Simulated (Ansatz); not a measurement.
# C2H5ClGeO: two geometries relaxed

Are the two ends of the shift of H7 from C3 to C2 separate minima, and which lies lower? Each is relaxed from a guess. SMILES of the start: O=C[CH](Cl)[GeH3].

Program: Ansatz 0.2.0. Level of theory: RKS B3LYP/def2-SVP. These are calculated values, not measurements.

### 1 The system as given

Bond lengths: O1–C2 1.158 Å, C2–C3 1.489 Å, C3–Cl4 1.720 Å, C3–Ge5 1.953 Å, C2–H6 1.097 Å, C3–H7 1.171 Å, Ge5–H8 1.516 Å, Ge5–H9 1.560 Å, Ge5–H10 1.525 Å. Angles (14 of 15 angles, heavy atoms first): O1–C2–C3 118.6°, C2–C3–Cl4 112.6°, C2–C3–Ge5 111.7°, Cl4–C3–Ge5 110.7°, O1–C2–H6 119.9°, C3–C2–H6 121.4°, C2–C3–H7 107.9°, Cl4–C3–H7 106.3°, Ge5–C3–H7 107.3°, C3–Ge5–H8 108.6°, C3–Ge5–H9 107.4°, C3–Ge5–H10 108.8°, H8–Ge5–H9 109.1°, H8–Ge5–H10 111.2°.

Coordinates:

```xyz
10

O    -1.5001    1.0698    1.0593
C    -0.4045    0.7640    1.2767
C     0.1551   -0.4272    0.5810
Cl   -0.7030   -1.8711    0.9516
Ge    0.2506   -0.1558   -1.3503
H     0.1954    1.3456    1.9868
H     1.2501   -0.5872    0.9650
H    -1.1524    0.0712   -1.8773
H     1.1042    1.1256   -1.6009
H     0.8876   -1.3861   -1.9888
```

### 2 End point A

File input.yaml:

```yaml
crystal:
  periodic: [false, false, false]
  atoms:
    - { symbol: O, position_ang: [-1.5001, 1.0698, 1.0593] }
    - { symbol: C, position_ang: [-0.4045, 0.764, 1.2767] }
    - { symbol: C, position_ang: [0.1551, -0.4272, 0.581] }
    - { symbol: Cl, position_ang: [-0.703, -1.8711, 0.9516] }
    - { symbol: Ge, position_ang: [0.2506, -0.1558, -1.3503] }
    - { symbol: H, position_ang: [0.1954, 1.3456, 1.9868] }
    - { symbol: H, position_ang: [1.2501, -0.5872, 0.965] }
    - { symbol: H, position_ang: [-1.1524, 0.0712, -1.8773] }
    - { symbol: H, position_ang: [1.1042, 1.1256, -1.6009] }
    - { symbol: H, position_ang: [0.8876, -1.3861, -1.9888] }
basis:
  gaussian: { orbitals: def2-SVP }
hamiltonian:
  xc: b3lyp
relax:
  f_tol: 0.02
  max_steps: 50
```

Run with:

```bash
$ ansatz run input.yaml --threads 2 --pin off --max-ram 3072MiB --backend cpu --events-out ev --progress --plain --runs-dir out
```

Standard output, cut to the lines that bear on the results:

```text
Warning: RAYON_NUM_THREADS=2 ignored (pool sized by the plan → 2); use --threads N
[...]
Functional definition: B3LYP
[...]
1260 factors; integrals over basis functions are off by at most 4.3e-4 eV
[...]
mean field -73229.58490445 eV, -2691.1376084432 hartree, gradient 5.1e-5 eV, S^2 0.000000; 0 other end points of the search recorded, 0 dependent functions left out
[...]
reference -73229.58515338 eV, -2691.1376175910 hartree; 37, 37 occupied and 80, 80 virtual orbitals, 1260 factors
relax step   1: F+E_penalty+E_count = -73229.58490445 eV  Δ(F+E_penalty+E_count) = +0.000e0 eV  max|allowed force component| = 4.972e0 eV/Å  Δτ_max = 0.0000 Å  (27 SCF iters, accepted)
[...]
relax step   4: F+E_penalty+E_count = -73229.99917031 eV  Δ(F+E_penalty+E_count) = -5.784e-2 eV  max|allowed force component| = 7.402e-1 eV/Å  Δτ_max = 0.0612 Å  (32 SCF iters, accepted)
[...]
relax step   7: F+E_penalty+E_count = -73230.05712653 eV  Δ(F+E_penalty+E_count) = -1.883e-2 eV  max|allowed force component| = 9.445e-1 eV/Å  Δτ_max = 0.1017 Å  (31 SCF iters, accepted)
[...]
relax step  10: F+E_penalty+E_count = -73230.10327981 eV  Δ(F+E_penalty+E_count) = -3.437e-3 eV  max|allowed force component| = 1.299e-1 eV/Å  Δτ_max = 0.0616 Å  (31 SCF iters, accepted)
[...]
relax step  13: F+E_penalty+E_count = -73230.10594120 eV  Δ(F+E_penalty+E_count) = -3.127e-4 eV  max|allowed force component| = 2.401e-2 eV/Å  Δτ_max = 0.0072 Å  (25 SCF iters, accepted)
[...]
relax step  14: F+E_penalty+E_count = -73230.10599805 eV  Δ(F+E_penalty+E_count) = -5.685e-5 eV  max|allowed force component| = 6.237e-3 eV/Å  Δτ_max = 0.0044 Å  (25 SCF iters, accepted)
1260 factors; integrals over basis functions are off by at most 3.4e-4 eV
mean field -73230.10599805 eV, -2691.1567582797 hartree, gradient 1.5e-5 eV, S^2 0.000000; 1 other end points of the search recorded, 0 dependent functions left out
[...]
reference -73230.10624605 eV, -2691.1567673935 hartree; 37, 37 occupied and 80, 80 virtual orbitals, 1260 factors
Total energy: -73230.10624605 eV, -2691.1567673935 hartree
Atom 0 at    -1.558411     0.880453     1.757203 Å, force     0.000769    -0.006237    -0.002324 eV/Å
Atom 1 at    -0.453731     0.761818     1.300599 Å, force    -0.001401     0.001378     0.001523 eV/Å
Atom 2 at     0.106359    -0.452733     0.611105 Å, force     0.005066     0.005905     0.003791 eV/Å
Atom 3 at    -0.912638    -1.915270     0.831467 Å, force    -0.001508    -0.004055     0.000675 eV/Å
Atom 4 at     0.331110    -0.123087    -1.360360 Å, force    -0.000722    -0.000857    -0.001050 eV/Å
Atom 5 at     0.288476     1.606373     1.329560 Å, force     0.003129     0.005795    -0.000706 eV/Å
Atom 6 at     1.111072    -0.660133     1.014201 Å, force    -0.005556    -0.002303    -0.001544 eV/Å
Atom 7 at    -1.064511     0.061718    -1.973787 Å, force     0.000275     0.001012    -0.000260 eV/Å
Atom 8 at     1.190807     1.142801    -1.564677 Å, force     0.000521    -0.000926     0.000100 eV/Å
Atom 9 at     1.044467    -1.353139    -1.942210 Å, force    -0.000572     0.000289    -0.000205 eV/Å
Dipole moment:     0.607929     0.091003    -0.314456 e Å
```

It took 50 s on 2 threads of Arm Neoverse V2, shared host; peak memory 0.3 GiB.

Relaxation path:

| step | energy from step 1 (eV) | largest force component (eV/Å) |
| --- | --- | --- |
| 1 | 0.0000 | 4.9718 |
| 2 | -0.3564 | 1.4970 |
| 3x | -0.3065 | 2.0171 |
| 4 | -0.4143 | 0.7402 |
| 5 | -0.4346 | 0.5759 |
| 6 | -0.4534 | 0.9760 |
| 7 | -0.4722 | 0.9445 |
| 8 | -0.5065 | 0.3161 |
| 9 | -0.5149 | 0.1010 |
| 10 | -0.5184 | 0.1299 |
| 11 | -0.5187 | 0.2186 |
| 12 | -0.5207 | 0.0732 |
| 13 | -0.5210 | 0.0240 |
| 14 | -0.5211 | 0.0062 |

Step 1 is the start. 1 step was tried and not accepted (marked x).

After: Bond lengths: O1–C2 1.201 Å, C2–C3 1.505 Å, C3–Cl4 1.796 Å, C3–Ge5 2.011 Å, C2–H6 1.125 Å, C3–H7 1.102 Å, Ge5–H8 1.536 Å, Ge5–H9 1.544 Å, Ge5–H10 1.536 Å. Angles (14 of 15 angles, heavy atoms first): O1–C2–C3 126.6°, C2–C3–Cl4 112.9°, C2–C3–Ge5 111.0°, Cl4–C3–Ge5 108.5°, O1–C2–H6 121.5°, C3–C2–H6 111.9°, C2–C3–H7 108.9°, Cl4–C3–H7 108.6°, Ge5–C3–H7 106.7°, C3–Ge5–H8 108.0°, C3–Ge5–H9 109.0°, C3–Ge5–H10 107.0°, H8–Ge5–H9 110.8°, H8–Ge5–H10 111.5°.

### 3 End point B

The second end starts from a geometry with the move made by hand.

input.yaml, as its differences from that of step 2:

```diff
@@ -9,3 +9,3 @@
     - { symbol: H, position_ang: [0.1954, 1.3456, 1.9868] }
-    - { symbol: H, position_ang: [1.2501, -0.5872, 0.965] }
+    - { symbol: H, position_ang: [0.66726, 0.69585, 1.46319] }
     - { symbol: H, position_ang: [-1.1524, 0.0712, -1.8773] }
```

Run with:

```bash
$ ansatz run input.yaml --threads 2 --pin off --max-ram 3072MiB --backend cpu --events-out ev --progress --plain --runs-dir out
```

Standard output, cut to the lines that bear on the results:

```text
Warning: RAYON_NUM_THREADS=2 ignored (pool sized by the plan → 2); use --threads N
[...]
[... 1 set-up line as earlier in the session ...]
[...]
1261 factors; integrals over basis functions are off by at most 4.5e-4 eV
[...]
mean field -73223.25854678 eV, -2690.9051190870 hartree, gradient 4.2e-5 eV, S^2 0.000000; 0 other end points of the search recorded, 0 dependent functions left out
[...]
reference -73223.25880200 eV, -2690.9051284661 hartree; 37, 37 occupied and 80, 80 virtual orbitals, 1261 factors
relax step   1: F+E_penalty+E_count = -73223.25854678 eV  Δ(F+E_penalty+E_count) = +0.000e0 eV  max|allowed force component| = 7.265e0 eV/Å  Δτ_max = 0.0000 Å  (31 SCF iters, accepted)
[...]
relax step   5: F+E_penalty+E_count = -73229.44831259 eV  Δ(F+E_penalty+E_count) = -8.743e-1 eV  max|allowed force component| = 1.569e0 eV/Å  Δτ_max = 0.1985 Å  (31 SCF iters, accepted)
[...]
Total energy: -73230.10621781 eV, -2691.1567663558 hartree
Atom 0 at    -1.733143     0.986606     1.710170 Å, force    -0.002316     0.004954    -0.001857 eV/Å
Atom 1 at    -0.610698     0.928467     1.286594 Å, force     0.003658    -0.012378     0.002422 eV/Å
Atom 2 at     0.059705    -0.279382     0.689111 Å, force     0.005167    -0.001367     0.014854 eV/Å
Atom 3 at    -0.858440    -1.798078     0.968384 Å, force    -0.000228     0.001055    -0.000327 eV/Å
Atom 4 at     0.327263    -0.049951    -1.290444 Å, force     0.005456     0.004314    -0.007098 eV/Å
Atom 5 at     0.062859     1.829290     1.278208 Å, force     0.000608     0.001902     0.001283 eV/Å
Atom 6 at     1.061877    -0.388997     1.135387 Å, force    -0.009495     0.005194    -0.008822 eV/Å
Atom 7 at    -1.056241     0.015414    -1.953764 Å, force    -0.000396    -0.001743    -0.000511 eV/Å
Atom 8 at     1.116108     1.253153    -1.542884 Å, force    -0.001177    -0.003673    -0.000616 eV/Å
Atom 9 at     1.130869    -1.264672    -1.779472 Å, force    -0.001277     0.001742     0.000671 eV/Å
Dipole moment:     0.609174     0.119105    -0.302793 e Å
```

It took 60 s on 2 threads of Arm Neoverse V2, shared host; peak memory 0.3 GiB.

Relaxation path:

| step | energy from step 1 (eV) | largest force component (eV/Å) |
| --- | --- | --- |
| 1 | 0.0000 | 7.2648 |
| 2 | -2.1173 | 5.4031 |
| 3 | -3.8410 | 4.5550 |
| 4 | -5.3154 | 3.2578 |
| 5 | -6.1898 | 1.5693 |
| 6 | -6.5757 | 1.0936 |
| 7 | -6.7476 | 0.8258 |
| 8 | -6.7693 | 0.4265 |
| 9x | -6.7477 | 2.0776 |
| 10 | -6.7949 | 0.4575 |
| 11 | -6.8121 | 0.3938 |
| 12 | -6.8343 | 0.3796 |
| 13 | -6.8365 | 0.3702 |
| 14 | -6.8447 | 0.1279 |
| 15x | -6.8424 | 0.3917 |
| 16 | -6.8462 | 0.3477 |
| 17 | -6.8474 | 0.0149 |

Step 1 is the start. 2 steps were tried and not accepted (marked x).

After: Bond lengths: O1–C2 1.201 Å, C2–C3 1.505 Å, C3–Cl4 1.797 Å, C3–Ge5 2.011 Å, C2–H6 1.125 Å, C3–H7 1.103 Å, Ge5–H8 1.536 Å, Ge5–H9 1.544 Å, Ge5–H10 1.536 Å. Angles (14 of 15 angles, heavy atoms first): O1–C2–C3 126.5°, C2–C3–Cl4 112.9°, C2–C3–Ge5 111.0°, Cl4–C3–Ge5 108.5°, O1–C2–H6 121.6°, C3–C2–H6 111.9°, C2–C3–H7 108.9°, Cl4–C3–H7 108.5°, Ge5–C3–H7 106.8°, C3–Ge5–H8 108.1°, C3–Ge5–H9 109.0°, C3–Ge5–H10 107.0°, H8–Ge5–H9 110.7°, H8–Ge5–H10 111.6°.

Pairs that crossed the distance rule for bonds on the way: came closer C3–H7; moved apart C2–H7.

### 4 Results

```
                           quantity                     value
                              end A  12 moves, 0.521 eV lower
                              end B  14 moves, 6.847 eV lower
largest difference between the ends                    0.02 Å
            end B relative to end A                 +0.000 eV
```

What this shows: Both starts fell into the same minimum (no atom differs by more than 0.02 Å), so from this start no second minimum was found and no band was run; another arrangement could still be one.
